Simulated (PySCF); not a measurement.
# C₂H₈GeSSi: core binding energies at several levels of theory, part 2 of 3

PySCF 2.14.0. Atoms count from 0.

### Step 5. X-ray photoelectron lines: PBE, X2C

What the job is given:

```
{"job": {"kind": "xps", "xc": "PBE"}, "charge": 0, "multiplicity": 1}
C     -0.352825     1.013320    -0.812008
C     -0.544862    -0.005053     0.038541
Ge    -2.350595    -0.647020     0.437236
S      0.705428    -0.910532     0.905115
Si     2.558674    -0.113967     0.154623
H     -1.205415     1.501081    -1.292766
H      0.635691     1.410537    -1.068537
H     -2.498484    -2.102902    -0.036008
H     -2.595785    -0.582745     1.954036
H     -3.343884     0.261095    -0.307780
H      2.717860     1.333088     0.487168
H      2.659376    -0.286355    -1.324799
H      3.598477    -0.920466     0.852485
```

Method: delta-SCF UKS PBE, pcX-2 on the ionised atom, pcseg-1 elsewhere, spin-free X2C.

Output:

```text
ground state, core basis on atom 0 (C), 162 functions
  cycle   1  E = -2863.42049862  |g| = 3.94e-01
  cycle   2  E = -2863.34765755  |g| = 6.18e-01
  cycle   3  E = -2863.45895324  |g| = 1.20e-01
  cycle   4  E = -2863.46301451  |g| = 5.66e-02
  cycle   5  E = -2863.46397224  |g| = 2.34e-02
  cycle   6  E = -2863.46411511  |g| = 7.11e-03
  cycle   7  E = -2863.46412687  |g| = 1.24e-03
  cycle   8  E = -2863.46412884  |g| = 2.70e-04
  E(ground) = -2863.46766415 Eh
hole in C 1s of atom 0
  cycle   1  E = -2852.24615613  |g| = 1.53e+00
  cycle   2  E = -2850.38372341  |g| = 2.37e+00
  cycle   3  E = -2852.55987129  |g| = 6.51e-01
  cycle   4  E = -2852.52994194  |g| = 7.27e-01
  cycle   5  E = -2852.83522576  |g| = 7.15e-02
  cycle   6  E = -2852.83558014  |g| = 6.01e-02
  cycle   7  E = -2852.83772632  |g| = 1.40e-02
  cycle   8  E = -2852.83787401  |g| = 2.64e-03
  cycle   9  E = -2852.83787992  |g| = 7.59e-04
  cycle  10  E = -2852.83788007  |g| = 2.83e-04
  E(ion) = -2852.84141163 Eh   <S^2> = 0.7673   hole on atom = 1.000   binding energy = 289.155 eV
ground state, core basis on atom 1 (C), 162 functions
  cycle   1  E = -2863.46569492  |g| = 7.50e-02
  cycle   2  E = -2863.46459472  |g| = 6.90e-02
  cycle   3  E = -2863.46450053  |g| = 7.14e-02
  cycle   4  E = -2863.46584430  |g| = 9.41e-03
  cycle   5  E = -2863.46587178  |g| = 4.72e-04
  cycle   6  E = -2863.46587164  |g| = 1.66e-04
  E(ground) = -2863.46934918 Eh
hole in C 1s of atom 1
  cycle   1  E = -2852.20948750  |g| = 1.54e+00
  cycle   2  E = -2849.04705459  |g| = 2.83e+00
  cycle   3  E = -2852.59985270  |g| = 5.13e-01
  cycle   4  E = -2852.26117649  |g| = 8.87e-01
  cycle   5  E = -2852.76083075  |g| = 2.54e-01
  cycle   6  E = -2852.80456081  |g| = 6.86e-02
  cycle   7  E = -2852.80744122  |g| = 1.62e-02
  cycle   8  E = -2852.80761402  |g| = 6.03e-03
  cycle   9  E = -2852.80764304  |g| = 2.19e-03
  cycle  10  E = -2852.80764826  |g| = 9.91e-04
  cycle  11  E = -2852.80765009  |g| = 4.67e-04
  E(ion) = -2852.81118075 Eh   <S^2> = 0.7788   hole on atom = 1.000   binding energy = 290.024 eV
ground state, core basis on atom 3 (S), 173 functions
  cycle   1  E = -2863.60039783  |g| = 3.54e-01
  cycle   2  E = -2863.60020043  |g| = 5.96e-02
  cycle   3  E = -2863.59900907  |g| = 8.47e-02
  cycle   4  E = -2863.60059410  |g| = 2.53e-02
  cycle   5  E = -2863.60074382  |g| = 7.73e-03
  cycle   6  E = -2863.60076041  |g| = 2.35e-03
  cycle   7  E = -2863.60076238  |g| = 3.19e-04
  E(ground) = -2863.60445984 Eh
hole in S 1s of atom 3
  cycle   1  E = -2771.49954129  |g| = 5.18e+00
  cycle   2  E = -2770.08597948  |g| = 2.94e+00
  cycle   3  E = -2764.93741042  |g| = 2.71e+00
  cycle   4  E = -2772.55774453  |g| = 4.86e-01
  cycle   5  E = -2772.63004602  |g| = 3.99e-01
  cycle   6  E = -2772.71446632  |g| = 1.51e-01
  cycle   7  E = -2772.72478101  |g| = 7.40e-02
  cycle   8  E = -2772.72768090  |g| = 1.63e-02
  cycle   9  E = -2772.72781958  |g| = 3.62e-03
  cycle  10  E = -2772.72782635  |g| = 9.99e-04
  cycle  11  E = -2772.72782778  |g| = 2.40e-04
  E(ion) = -2772.73148665 Eh   <S^2> = 0.7512   hole on atom = 1.000   binding energy = 2472.780 eV
hole in S 2p of atom 3
  cycle   1  E = -2856.95368934  |g| = 1.53e+00
  cycle   2  E = -2855.88332886  |g| = 1.88e+00
  cycle   3  E = -2857.04107099  |g| = 7.40e-01
  cycle   4  E = -2857.30693407  |g| = 4.07e-01
  cycle   5  E = -2857.38270932  |g| = 1.80e-01
  cycle   6  E = -2857.39891713  |g| = 5.08e-02
  cycle   7  E = -2857.40041292  |g| = 8.74e-03
  cycle   8  E = -2857.40045366  |g| = 2.26e-03
  cycle   9  E = -2857.40046066  |g| = 5.13e-04
  cycle  10  E = -2857.40046144  |g| = 1.66e-04
  E(ion) = -2857.40417335 Eh   <S^2> = 0.7520   hole on atom = 1.001   binding energy = 168.718 eV
  2p3/2 = 168.187 eV   2p1/2 = 169.424 eV
ground state, core basis on atom 4 (Si), 173 functions
  cycle   1  E = -2863.52876838  |g| = 2.67e-01
  cycle   2  E = -2863.52865733  |g| = 4.60e-02
  cycle   3  E = -2863.52777261  |g| = 6.69e-02
  cycle   4  E = -2863.52877790  |g| = 2.76e-02
  cycle   5  E = -2863.52897712  |g| = 4.98e-03
  cycle   6  E = -2863.52898521  |g| = 9.31e-04
  cycle   7  E = -2863.52898753  |g| = 2.98e-04
  E(ground) = -2863.53273106 Eh
hole in Si 1s of atom 4
  cycle   1  E = -2794.68011829  |g| = 4.42e+00
  cycle   2  E = -2790.51905555  |g| = 3.39e+00
  cycle   3  E = -2773.95456272  |g| = 3.66e+00
  cycle   4  E = -2795.48332294  |g| = 6.53e-01
  cycle   5  E = -2794.86288136  |g| = 1.12e+00
  cycle   6  E = -2795.75359716  |g| = 1.95e-01
  cycle   7  E = -2795.74730835  |g| = 2.19e-01
  cycle   8  E = -2795.77490917  |g| = 6.21e-02
  cycle   9  E = -2795.77712943  |g| = 1.42e-02
  cycle  10  E = -2795.77724073  |g| = 4.39e-03
  cycle  11  E = -2795.77725571  |g| = 1.00e-03
  cycle  12  E = -2795.77725522  |g| = 2.25e-04
  E(ion) = -2795.78096518 Eh   <S^2> = 0.7516   hole on atom = 1.000   binding energy = 1843.619 eV
hole in Si 2p of atom 4
  cycle   1  E = -2859.26599078  |g| = 1.23e+00
  cycle   2  E = -2856.73925077  |g| = 2.10e+00
  cycle   3  E = -2859.29281218  |g| = 6.24e-01
  cycle   4  E = -2859.54318388  |g| = 3.26e-01
  cycle   5  E = -2859.58322970  |g| = 2.00e-01
  cycle   6  E = -2859.60393014  |g| = 7.10e-02
  cycle   7  E = -2859.60628081  |g| = 3.17e-02
  cycle   8  E = -2859.60687343  |g| = 7.97e-03
  cycle   9  E = -2859.60691032  |g| = 2.71e-03
  cycle  10  E = -2859.60691307  |g| = 5.77e-04
  cycle  11  E = -2859.60691587  |g| = 6.57e-05
  E(ion) = -2859.61070869 Eh   <S^2> = 0.7525   hole on atom = 1.002   binding energy = 106.724 eV
  2p3/2 = 106.467 eV   2p1/2 = 107.093 eV
```

It took 25 s on 1 thread of Arm Neoverse V1, shared host; peak memory 0.67 GiB.

Binding energies by hole, beside the orbital energy of the ground state; the difference holds orbital relaxation and, for a density functional, its self-interaction error:

```tsv
hole	stands for	environment	ΔSCF (eV; 2p as the shell's mean)	−ε (eV)	⟨S²⟩
C1s on C0	C0	terminal =CH2 carbon	289.16	269.4	0.767
C1s on C1	C1	fully substituted alkene carbon	290.02	270.4	0.779
S1s on S3	S3	sulfur bonded to C, Si	2472.78	2403.2	0.751
S2p on S3	S3	sulfur bonded to C, Si	168.60	155.0	0.752
Si1s on Si4	Si4	silicon bonded to S, 3 H	1843.62	1784.2	0.752
Si2p on Si4	Si4	silicon bonded to S, 3 H	106.68	94.7	0.752
```

With the spin-orbit splitting: S3 2p3/2 168.19, 2p1/2 169.42 eV; Si4 2p3/2 106.47, 2p1/2 107.09 eV. The table gives each 2p level as the mean over the whole 2p shell (two parts 2p3/2, one part 2p1/2), which differs a little from the single hole in the log.

### Step 6. X-ray photoelectron lines: HF, X2C

Same as in step 5 but for these lines:

```diff
@@ -1,2 +1,2 @@
-{"job": {"kind": "xps", "xc": "PBE"}, "charge": 0, "multiplicity": 1}
+{"job": {"kind": "xps", "xc": "HF"}, "charge": 0, "multiplicity": 1}
 C     -0.352825     1.013320    -0.812008
```

Level: delta-SCF UKS HF, pcX-2 on the ionised atom, pcseg-1 elsewhere, spin-free X2C.

Output:

```text
ground state, core basis on atom 0 (C), 162 functions
  cycle   1  E = -2860.58081824  |g| = 3.94e-01
  cycle   2  E = -2860.64385995  |g| = 1.63e-01
  cycle   3  E = -2860.65198029  |g| = 6.50e-02
  cycle   4  E = -2860.65369611  |g| = 1.61e-02
  cycle   5  E = -2860.65379863  |g| = 4.07e-03
  cycle   6  E = -2860.65381137  |g| = 1.99e-03
  cycle   7  E = -2860.65381384  |g| = 5.22e-04
  cycle   8  E = -2860.65381411  |g| = 1.65e-04
  E(ground) = -2860.65381411 Eh
hole in C 1s of atom 0
  cycle   1  E = -2849.40052680  |g| = 1.49e+00
  cycle   2  E = -2849.69922117  |g| = 9.08e-01
  cycle   3  E = -2849.98553193  |g| = 1.24e-01
  cycle   4  E = -2849.99441849  |g| = 3.27e-02
  cycle   5  E = -2849.99576377  |g| = 1.96e-02
  cycle   6  E = -2849.99675271  |g| = 1.09e-02
  cycle   7  E = -2849.99720381  |g| = 7.11e-03
  cycle   8  E = -2849.99750092  |g| = 3.31e-03
  cycle   9  E = -2849.99757651  |g| = 1.27e-03
  cycle  10  E = -2849.99758347  |g| = 6.26e-04
  cycle  11  E = -2849.99758446  |g| = 3.04e-04
  E(ion) = -2849.99758446 Eh   <S^2> = 0.8470   hole on atom = 1.000   binding energy = 289.971 eV
ground state, core basis on atom 1 (C), 162 functions
  cycle   1  E = -2860.65869323  |g| = 3.06e-02
  cycle   2  E = -2860.65880972  |g| = 8.08e-03
  cycle   3  E = -2860.65882147  |g| = 4.89e-03
  cycle   4  E = -2860.65882741  |g| = 3.14e-04
  E(ground) = -2860.65882741 Eh
hole in C 1s of atom 1
  cycle   1  E = -2849.37558464  |g| = 1.51e+00
  cycle   2  E = -2849.56150914  |g| = 1.07e+00
  cycle   3  E = -2849.96401649  |g| = 1.60e-01
  cycle   4  E = -2849.97696821  |g| = 4.31e-02
  cycle   5  E = -2849.97871911  |g| = 2.53e-02
  cycle   6  E = -2849.98046345  |g| = 2.09e-02
  cycle   7  E = -2849.98276290  |g| = 1.85e-02
  cycle   8  E = -2849.98526969  |g| = 1.54e-02
  cycle   9  E = -2849.98806265  |g| = 6.14e-03
  cycle  10  E = -2849.98799587  |g| = 4.69e-03
  cycle  11  E = -2849.98814092  |g| = 1.69e-03
  cycle  12  E = -2849.98814819  |g| = 5.59e-04
  cycle  13  E = -2849.98814966  |g| = 1.88e-04
  E(ion) = -2849.98814966 Eh   <S^2> = 1.1496   hole on atom = 1.000   binding energy = 290.364 eV
ground state, core basis on atom 3 (S), 173 functions
  cycle   1  E = -2860.79005256  |g| = 9.94e-02
  cycle   2  E = -2860.79029876  |g| = 1.23e-02
  cycle   3  E = -2860.79032088  |g| = 6.06e-03
  cycle   4  E = -2860.79033006  |g| = 1.44e-03
  cycle   5  E = -2860.79033099  |g| = 5.20e-04
  cycle   6  E = -2860.79033118  |g| = 1.60e-04
  E(ground) = -2860.79033118 Eh
hole in S 1s of atom 3
  cycle   1  E = -2768.54517543  |g| = 5.05e+00
  cycle   2  E = -2769.56733674  |g| = 1.16e+00
  cycle   3  E = -2769.72808836  |g| = 1.60e-01
  cycle   4  E = -2769.73705535  |g| = 4.32e-02
  cycle   5  E = -2769.73794889  |g| = 8.73e-03
  cycle   6  E = -2769.73800250  |g| = 3.76e-03
  cycle   7  E = -2769.73801729  |g| = 1.58e-03
  cycle   8  E = -2769.73802179  |g| = 8.16e-04
  cycle   9  E = -2769.73802342  |g| = 3.22e-04
  E(ion) = -2769.73802342 Eh   <S^2> = 0.7539   hole on atom = 1.000   binding energy = 2477.659 eV
hole in S 2p of atom 3
  cycle   1  E = -2854.15035576  |g| = 1.49e+00
  cycle   2  E = -2854.50668787  |g| = 5.74e-01
  cycle   3  E = -2854.58407429  |g| = 5.56e-02
  cycle   4  E = -2854.58573741  |g| = 2.73e-02
  cycle   5  E = -2854.58618271  |g| = 8.37e-03
  cycle   6  E = -2854.58628496  |g| = 5.00e-03
  cycle   7  E = -2854.58633316  |g| = 2.34e-03
  cycle   8  E = -2854.58634790  |g| = 1.16e-03
  cycle   9  E = -2854.58635248  |g| = 7.56e-04
  cycle  10  E = -2854.58635498  |g| = 6.85e-04
  cycle  11  E = -2854.58635710  |g| = 6.72e-04
  cycle  12  E = -2854.58636033  |g| = 6.65e-04
  cycle  13  E = -2854.58636800  |g| = 6.53e-04
  cycle  14  E = -2854.58639389  |g| = 6.05e-04
  cycle  15  E = -2854.58644642  |g| = 5.89e-04
  cycle  16  E = -2854.58642864  |g| = 4.89e-04
  E(ion) = -2854.58642864 Eh   <S^2> = 0.7763   hole on atom = 1.001   binding energy = 168.817 eV
  2p3/2 = 168.401 eV   2p1/2 = 169.585 eV
ground state, core basis on atom 4 (Si), 173 functions
  cycle   1  E = -2860.72011929  |g| = 7.25e-02
  cycle   2  E = -2860.72031523  |g| = 7.66e-03
  cycle   3  E = -2860.72032899  |g| = 2.94e-03
  cycle   4  E = -2860.72033187  |g| = 1.13e-03
  cycle   5  E = -2860.72033251  |g| = 3.82e-04
  E(ground) = -2860.72033251 Eh
hole in Si 1s of atom 4
  cycle   1  E = -2791.74873374  |g| = 4.32e+00
  cycle   2  E = -2792.68370600  |g| = 1.03e+00
  cycle   3  E = -2792.80163404  |g| = 1.16e-01
  cycle   4  E = -2792.80681446  |g| = 4.05e-02
  cycle   5  E = -2792.80777708  |g| = 1.02e-02
  cycle   6  E = -2792.80786949  |g| = 4.24e-03
  cycle   7  E = -2792.80790600  |g| = 2.08e-03
  cycle   8  E = -2792.80791957  |g| = 9.71e-04
  cycle   9  E = -2792.80792282  |g| = 5.14e-04
  cycle  10  E = -2792.80792371  |g| = 2.19e-04
  E(ion) = -2792.80792371 Eh   <S^2> = 0.7557   hole on atom = 1.000   binding energy = 1847.991 eV
hole in Si 2p of atom 4
  cycle   1  E = -2856.46170199  |g| = 1.20e+00
  cycle   2  E = -2856.74601329  |g| = 4.23e-01
  cycle   3  E = -2856.78759189  |g| = 4.81e-02
  cycle   4  E = -2856.78894019  |g| = 2.38e-02
  cycle   5  E = -2856.78937926  |g| = 9.27e-03
  cycle   6  E = -2856.78950920  |g| = 5.25e-03
  cycle   7  E = -2856.78959537  |g| = 2.54e-03
  cycle   8  E = -2856.78962157  |g| = 1.09e-03
  cycle   9  E = -2856.78962616  |g| = 4.63e-04
  E(ion) = -2856.78962616 Eh   <S^2> = 0.7671   hole on atom = 1.002   binding energy = 106.960 eV
  2p3/2 = 106.749 eV   2p1/2 = 107.343 eV
```

Wall time 46 s (1 thread of Arm Neoverse V1, shared host); peak memory 0.72 GiB.

Binding energies by hole, beside the orbital energy of the ground state; the difference holds orbital relaxation and, for a density functional, its self-interaction error:

```tsv
hole	stands for	environment	ΔSCF (eV; 2p as the shell's mean)	−ε (eV)	⟨S²⟩
C1s on C0	C0	terminal =CH2 carbon	289.97	306.2	0.847
C1s on C1	C1	fully substituted alkene carbon	290.36 (doubtful)	307.0	1.150
S1s on S3	S3	sulfur bonded to C, Si	2477.66	2510.1	0.754
S2p on S3	S3	sulfur bonded to C, Si	168.80	180.7	0.776
Si1s on Si4	Si4	silicon bonded to S, 3 H	1847.99	1876.8	0.756
Si2p on Si4	Si4	silicon bonded to S, 3 H	106.95	115.9	0.767
```

Doubtful: the ion did not converge, its hole moved, or its ⟨S²⟩ is well above 0.75. Rows just under that mark are hardly safer.

With the spin-orbit splitting: S3 2p3/2 168.40, 2p1/2 169.58 eV; Si4 2p3/2 106.75, 2p1/2 107.34 eV. The table gives each 2p level as the mean over the whole 2p shell (two parts 2p3/2, one part 2p1/2), which differs a little from the single hole in the log.

### Step 7. Core holes by ΔSCF: SCAN, X2C

Same as in step 6 but for these lines:

```diff
@@ -1,2 +1,2 @@
-{"job": {"kind": "xps", "xc": "HF"}, "charge": 0, "multiplicity": 1}
+{"job": {"kind": "xps", "basis": "pcX-1"}, "charge": 0, "multiplicity": 1}
 C     -0.352825     1.013320    -0.812008
```

Method: delta-SCF UKS SCAN, pcX-1 on the ionised atom, pcseg-1 elsewhere, spin-free X2C.

Output:

```text
ground state, core basis on atom 0 (C), 141 functions
  cycle   1  E = -2864.09170105  |g| = 3.49e-01
  cycle   2  E = -2864.06420723  |g| = 4.54e-01
  cycle   3  E = -2864.12407246  |g| = 7.69e-02
  cycle   4  E = -2864.12573686  |g| = 3.59e-02
  cycle   5  E = -2864.12614270  |g| = 1.12e-02
  cycle   6  E = -2864.12617274  |g| = 5.72e-03
  cycle   7  E = -2864.12618372  |g| = 1.52e-03
  cycle   8  E = -2864.12618444  |g| = 2.61e-04
  E(ground) = -2864.30666160 Eh
hole in C 1s of atom 0
  cycle   1  E = -2852.87323224  |g| = 1.51e+00
  cycle   2  E = -2851.52523016  |g| = 2.08e+00
  cycle   3  E = -2853.22163594  |g| = 6.23e-01
  cycle   4  E = -2853.30340178  |g| = 5.24e-01
  cycle   5  E = -2853.46492136  |g| = 8.89e-02
  cycle   6  E = -2853.46727963  |g| = 4.86e-02
  cycle   7  E = -2853.46883025  |g| = 9.81e-03
  cycle   8  E = -2853.46891216  |g| = 2.99e-03
  cycle   9  E = -2853.46892478  |g| = 1.80e-03
  cycle  10  E = -2853.46892990  |g| = 8.45e-04
  cycle  11  E = -2853.46892963  |g| = 3.52e-04
  E(ion) = -2853.64906761 Eh   <S^2> = 0.7804   hole on atom = 1.000   binding energy = 290.008 eV
ground state, core basis on atom 1 (C), 141 functions
  cycle   1  E = -2864.12519520  |g| = 5.83e-02
  cycle   2  E = -2864.12134533  |g| = 1.30e-01
  cycle   3  E = -2864.12599081  |g| = 1.03e-02
  cycle   4  E = -2864.12601888  |g| = 4.79e-03
  cycle   5  E = -2864.12602829  |g| = 7.14e-04
  cycle   6  E = -2864.12602537  |g| = 2.45e-04
  E(ground) = -2864.30627002 Eh
hole in C 1s of atom 1
  cycle   1  E = -2852.83271906  |g| = 1.52e+00
  cycle   2  E = -2850.77158742  |g| = 2.43e+00
  cycle   3  E = -2853.29222016  |g| = 4.66e-01
  cycle   4  E = -2853.19308221  |g| = 5.82e-01
  cycle   5  E = -2853.39810733  |g| = 2.42e-01
  cycle   6  E = -2853.43509591  |g| = 3.65e-02
  cycle   7  E = -2853.43618725  |g| = 1.59e-02
  cycle   8  E = -2853.43655013  |g| = 9.44e-03
  cycle   9  E = -2853.43680245  |g| = 7.16e-03
  cycle  10  E = -2853.43702904  |g| = 5.41e-03
  cycle  11  E = -2853.43707071  |g| = 1.91e-03
  cycle  12  E = -2853.43707444  |g| = 1.05e-03
  cycle  13  E = -2853.43707698  |g| = 2.72e-04
  E(ion) = -2853.61752683 Eh   <S^2> = 0.8623   hole on atom = 1.000   binding energy = 290.856 eV
ground state, core basis on atom 3 (S), 153 functions
  cycle   1  E = -2864.27089183  |g| = 2.63e-01
  cycle   2  E = -2864.26975762  |g| = 8.10e-02
  cycle   3  E = -2864.26649468  |g| = 1.38e-01
  cycle   4  E = -2864.27145181  |g| = 1.68e-02
  cycle   5  E = -2864.27153487  |g| = 6.67e-03
  cycle   6  E = -2864.27154471  |g| = 1.97e-03
  cycle   7  E = -2864.27154488  |g| = 1.43e-04
  E(ground) = -2864.43642020 Eh
hole in S 1s of atom 3
  cycle   1  E = -2772.02679758  |g| = 5.08e+00
  cycle   2  E = -2772.03087443  |g| = 2.27e+00
  cycle   3  E = -2771.95634658  |g| = 1.44e+00
  cycle   4  E = -2773.12445882  |g| = 4.48e-01
  cycle   5  E = -2773.20143748  |g| = 3.14e-01
  cycle   6  E = -2773.25222601  |g| = 7.95e-02
  cycle   7  E = -2773.25457256  |g| = 3.71e-02
  cycle   8  E = -2773.25538598  |g| = 4.50e-03
  cycle   9  E = -2773.25539327  |g| = 2.09e-03
  cycle  10  E = -2773.25539772  |g| = 3.65e-04
  E(ion) = -2773.41232408 Eh   <S^2> = 0.7514   hole on atom = 1.000   binding energy = 2476.892 eV
hole in S 2p of atom 3
  cycle   1  E = -2857.57518399  |g| = 1.52e+00
  cycle   2  E = -2857.22689928  |g| = 1.43e+00
  cycle   3  E = -2857.81927405  |g| = 5.77e-01
  cycle   4  E = -2857.99355578  |g| = 2.56e-01
  cycle   5  E = -2858.02506733  |g| = 9.56e-02
  cycle   6  E = -2858.02954164  |g| = 3.19e-02
  cycle   7  E = -2858.03011801  |g| = 8.95e-03
  cycle   8  E = -2858.03016833  |g| = 1.54e-03
  cycle   9  E = -2858.03016967  |g| = 7.50e-04
  cycle  10  E = -2858.03017043  |g| = 2.69e-04
  E(ion) = -2858.20023939 Eh   <S^2> = 0.7543   hole on atom = 1.001   binding energy = 169.695 eV
  2p3/2 = 169.113 eV   2p1/2 = 170.352 eV
ground state, core basis on atom 4 (Si), 153 functions
  cycle   1  E = -2864.22159182  |g| = 1.83e-01
  cycle   2  E = -2864.22104928  |g| = 5.82e-02
  cycle   3  E = -2864.21978198  |g| = 8.19e-02
  cycle   4  E = -2864.22193574  |g| = 1.90e-02
  cycle   5  E = -2864.22202945  |g| = 6.03e-03
  cycle   6  E = -2864.22203497  |g| = 1.28e-03
  cycle   7  E = -2864.22203891  |g| = 1.24e-04
  E(ground) = -2864.36055957 Eh
hole in Si 1s of atom 4
  cycle   1  E = -2795.26866759  |g| = 4.35e+00
  cycle   2  E = -2794.85053690  |g| = 2.29e+00
  cycle   3  E = -2795.45435120  |g| = 1.08e+00
  cycle   4  E = -2796.20103976  |g| = 4.53e-01
  cycle   5  E = -2796.28154606  |g| = 3.07e-01
  cycle   6  E = -2796.32967551  |g| = 9.09e-02
  cycle   7  E = -2796.33360067  |g| = 3.78e-02
  cycle   8  E = -2796.33444890  |g| = 1.03e-02
  cycle   9  E = -2796.33451308  |g| = 2.74e-03
  cycle  10  E = -2796.33452153  |g| = 1.11e-03
  cycle  11  E = -2796.33452122  |g| = 2.26e-04
  E(ion) = -2796.48227723 Eh   <S^2> = 0.7525   hole on atom = 1.000   binding energy = 1847.062 eV
hole in Si 2p of atom 4
  cycle   1  E = -2859.92457926  |g| = 1.23e+00
  cycle   2  E = -2859.47376137  |g| = 1.28e+00
  cycle   3  E = -2860.11652582  |g| = 4.30e-01
  cycle   4  E = -2860.23228654  |g| = 1.94e-01
  cycle   5  E = -2860.24554515  |g| = 1.29e-01
  cycle   6  E = -2860.25510908  |g| = 2.50e-02
  cycle   7  E = -2860.25546183  |g| = 8.69e-03
  cycle   8  E = -2860.25550366  |g| = 2.86e-03
  cycle   9  E = -2860.25550788  |g| = 9.82e-04
  cycle  10  E = -2860.25550802  |g| = 2.87e-04
  E(ion) = -2860.40605848 Eh   <S^2> = 0.7527   hole on atom = 1.002   binding energy = 107.607 eV
  2p3/2 = 107.357 eV   2p1/2 = 107.979 eV
```

Wall time 32 s (1 thread of Arm Neoverse V1, shared host); peak memory 0.58 GiB.

The holes in one table. −ε is the ground-state orbital energy:

```tsv
hole	stands for	environment	ΔSCF (eV; 2p as the shell's mean)	−ε (eV)	⟨S²⟩
C1s on C0	C0	terminal =CH2 carbon	290.01	273.8	0.780
C1s on C1	C1	fully substituted alkene carbon	290.86 (doubtful)	274.9	0.862
S1s on S3	S3	sulfur bonded to C, Si	2476.89	2415.1	0.751
S2p on S3	S3	sulfur bonded to C, Si	169.53	158.3	0.754
Si1s on Si4	Si4	silicon bonded to S, 3 H	1847.06	1794.1	0.753
Si2p on Si4	Si4	silicon bonded to S, 3 H	107.56	97.0	0.753
```

Doubtful: the ion did not converge, its hole moved, or its ⟨S²⟩ is well above 0.75.

With the spin-orbit splitting: S3 2p3/2 169.11, 2p1/2 170.35 eV; Si4 2p3/2 107.36, 2p1/2 107.98 eV. The table gives each 2p level as the mean over the whole 2p shell (two parts 2p3/2, one part 2p1/2), which differs a little from the single hole in the log.

(Part 2 of 3 ends here.)
